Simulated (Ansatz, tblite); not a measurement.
**Si(tBu)2Me2 (C₁₀H₂₄Si): a ladder of methods and basis sets**

The task here is to estimate one member of a computed series from the others.

Method: as each input shows; program: Ansatz 0.2.0, Gaussian basis.

Levels to be run: GFN1-xTB, GFN2-xTB, PBE-D4/def2-TZVP, r2SCAN-D4/def2-TZVP, BLYP-D4/def2-TZVP, revPBE-D4/def2-TZVP, PBE-D4/def2-SVP, PBE0-D4/def2-SVP, HF/6-31G, B3LYP-D4/6-31G, MP2/def2-SVP, RPA/def2-SVP.

5 further runs of the same task are left out: 3 that didn't finish, 2 set aside as unsound or not needed. Runs told in other sessions of the task aren't counted.

### The relaxed structure

The singlet was relaxed beforehand with PBE-D4/def2-SVP.

35 atoms, charge 0, spin multiplicity 1.

Bond lengths: Si1–C2 1.946 Å, Si1–C15 1.946 Å, Si1–C28 1.901 Å, Si1–C32 1.901 Å, C2–C3 1.540 Å, C2–C4 1.543 Å, C2–C5 1.541 Å, C3–H6 1.114 Å, C3–H7 1.110 Å, C3–H8 1.109 Å, C4–H9 1.109 Å, C4–H10 1.110 Å, C4–H11 1.113 Å, C5–H12 1.109 Å, C5–H13 1.108 Å, C5–H14 1.114 Å, C15–C16 1.541 Å, C15–C17 1.540 Å and more. Angles: C2–Si1–C15 115.5°, C2–Si1–C28 107.9°, C2–Si1–C32 108.6°, C15–Si1–C28 108.6°, C15–Si1–C32 107.9°, C28–Si1–C32 108.1°, Si1–C2–C3 111.7°, Si1–C2–C4 107.6°, Si1–C2–C5 110.8°, C3–C2–C4 108.6°, C3–C2–C5 109.5°, C4–C2–C5 108.5°, C2–C3–H6 110.3°, C2–C3–H7 112.2°, C2–C3–H8 112.2°, H6–C3–H7 107.1°, H6–C3–H8 107.0°, H7–C3–H8 107.7° and more.

PBE0-D4/def2-TZVP was run before; its log isn't repeated, and its numbers join the tables.

Set-up of the first run:

Tight binding, by tblite at 300 K electronic temperature and without a spin-polarisation term:

```python
tblite.interface.Calculator('GFN1-xTB', numbers, positions, charge=0, uhf=0).singlepoint()
```

Tight binding, by tblite at 300 K electronic temperature and without a spin-polarisation term:

```python
tblite.interface.Calculator('GFN2-xTB', numbers, positions, charge=0, uhf=0).singlepoint()
```

start.molden holds the orbitals of an earlier run on this state, given as this run's starting guess.

File in.yaml:

```yaml
crystal:
  periodic: [false, false, false]
  atoms:
    - {symbol: Si, position_ang: [-0.560935, 0.043185, -0.396768]}
    - {symbol: C, position_ang: [-0.665145, -0.017130, 1.545610]}
    - {symbol: C, position_ang: [0.223994, -1.130329, 2.129031]}
    - {symbol: C, position_ang: [-2.132355, -0.308491, 1.925178]}
    - {symbol: C, position_ang: [-0.261519, 1.338325, 2.158177]}
    - {symbol: H, position_ang: [0.070058, -1.212111, 3.228942]}
    - {symbol: H, position_ang: [-0.006775, -2.124697, 1.692628]}
    - {symbol: H, position_ang: [1.302960, -0.933058, 1.966523]}
    - {symbol: H, position_ang: [-2.463088, -1.309349, 1.581021]}
    - {symbol: H, position_ang: [-2.834530, 0.441705, 1.504545]}
    - {symbol: H, position_ang: [-2.253595, -0.283747, 3.031673]}
    - {symbol: H, position_ang: [-0.908793, 2.164901, 1.800121]}
    - {symbol: H, position_ang: [0.787519, 1.611491, 1.929400]}
    - {symbol: H, position_ang: [-0.358630, 1.303294, 3.266997]}
    - {symbol: C, position_ang: [1.235324, -0.026880, -1.142290]}
    - {symbol: C, position_ang: [1.805747, -1.456544, -1.064251]}
    - {symbol: C, position_ang: [2.187612, 0.946798, -0.424469]}
    - {symbol: C, position_ang: [1.140114, 0.381720, -2.627444]}
    - {symbol: H, position_ang: [2.818410, -1.492172, -1.526193]}
    - {symbol: H, position_ang: [1.908348, -1.815810, -0.021273]}
    - {symbol: H, position_ang: [1.172831, -2.186358, -1.609413]}
    - {symbol: H, position_ang: [2.368435, 0.655112, 0.629917]}
    - {symbol: H, position_ang: [1.802942, 1.988192, -0.425311]}
    - {symbol: H, position_ang: [3.178680, 0.963758, -0.932096]}
    - {symbol: H, position_ang: [0.809143, 1.432626, -2.752349]}
    - {symbol: H, position_ang: [0.439265, -0.262659, -3.198705]}
    - {symbol: H, position_ang: [2.137235, 0.290120, -3.114268]}
    - {symbol: C, position_ang: [-1.396609, 1.648788, -0.976191]}
    - {symbol: H, position_ang: [-1.591981, 1.622799, -2.067366]}
    - {symbol: H, position_ang: [-0.774053, 2.542648, -0.766320]}
    - {symbol: H, position_ang: [-2.372180, 1.793542, -0.468064]}
    - {symbol: C, position_ang: [-1.543566, -1.422091, -1.103475]}
    - {symbol: H, position_ang: [-2.629728, -1.297139, -0.918686]}
    - {symbol: H, position_ang: [-1.234041, -2.387911, -0.654046]}
    - {symbol: H, position_ang: [-1.401073, -1.502528, -2.200792]}
basis:
  gaussian: {orbitals: def2-TZVP, initial_orbitals: start.molden}
hamiltonian: {xc: pbe, dispersion: d4}
scf: {omitted_lower_state_checks: [starts]}
output: {forces: true, orbitals: {seedname: orbitals}}
```

On the command line:

```
ansatz run in.yaml --threads 4 --pin off --events-out ev --progress --plain --max-ram 6963MiB
```

Among the steps run: PBE-D4/def2-TZVP; r2SCAN-D4/def2-TZVP; BLYP-D4/def2-TZVP; revPBE-D4/def2-TZVP; PBE-D4/def2-SVP; PBE0-D4/def2-SVP; HF/6-31G; B3LYP-D4/6-31G; MP2/def2-SVP; RPA/def2-SVP.

One table of the session follows, with a row left open; its other results are not shown here.

It belongs to the step «Binding energy». 

```
              level  binding an atom (eV)
           HF/6-31G                 2.973
        HF/def2-SVP                 3.147
    PBE-D4/def2-SVP                 4.175
   PBE-D4/def2-TZVP                 4.143
revPBE-D4/def2-TZVP                     ?
  BLYP-D4/def2-TZVP                 4.055
r2SCAN-D4/def2-TZVP                 4.089
     B3LYP-D4/6-31G                 4.025
   PBE0-D4/def2-SVP                 4.143
  PBE0-D4/def2-TZVP                 4.106
       MP2/def2-SVP                 3.949
```

**Question.** Estimate the row for revPBE-D4/def2-TZVP.

The run gave: binding an atom (eV): 4.069. In the column «binding an atom (eV)» it lies between BLYP-D4/def2-TZVP (4.055) and r2SCAN-D4/def2-TZVP (4.089).

Limits of these values: Free atoms were run apart at each level; binding is atoms less cluster, divided by the number of atoms, without zero-point or spin-orbit terms.
